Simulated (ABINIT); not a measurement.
Crystal: TiPd.

```
Pd Ti
1.0
     2.81471    0.00000    0.00000
     0.00000    2.81471    0.00000
     0.00000    0.00000    3.86576
Pd Ti
1 1
Cartesian
  1.4074 1.4074 1.9329
  0.0000 0.0000 0.0000
```

The cell comes from a database or a generator and needn't be the stable form of this composition.

- Program: ABINIT 10.8.3 (patched build)
- Task: relaxation of cell and atoms
- Functional: BLYP
- Potentials or basis: JTH PAW PBE v2.0
- Cutoff: 707 eV
- k mesh: 7 × 7 × 6
- Occupations: fermi-dirac, width 0.05 eV
- Spin: no spin polarisation

At the start: pressure 10.3 GPa; volume 15.31 Å³/atom.

Task: How do energy, volume and symmetry change on relaxing?

Result: Over 6 steps the energy falls by 33.2 meV/atom and the volume is 16.36 Å³/atom (+6.9 %); space group P4/mmm (No. 123, to 0.05 Å).

Step by step:
| step | energy change (eV) | largest force (eV/Å) | pressure (GPa) | volume (Å³) |
| --- | --- | --- | --- | --- |
| 1 | 0.0000 | 0.0000 | 10.35 | 30.63 |
| 2 | -0.0469 | 0.0000 | 5.02 | 31.61 |
| 3 | -0.0647 | 0.0000 | 0.32 | 32.63 |
| 4 | -0.0655 | 0.0000 | -0.10 | 32.73 |
| 5 | -0.0662 | 0.0000 | -0.25 | 32.78 |
| 6 | -0.0663 | 0.0000 | 0.00 | 32.73 |

Final structure:
```yaml
crystal:
  lattice:
    - [2.90022, 0.00000, 0.00000]
    - [0.00000, 2.90022, 0.00000]
    - [0.00000, 0.00000, 3.89088]
  atoms:
    - { symbol: Pd, position: [0.50000, 0.50000, 0.50000] }
    - { symbol: Ti, position: [0.00000, 0.00000, 0.00000] }
```

Caveat: the PAW data sets were made with another functional, which shifts forces and pressure a little.
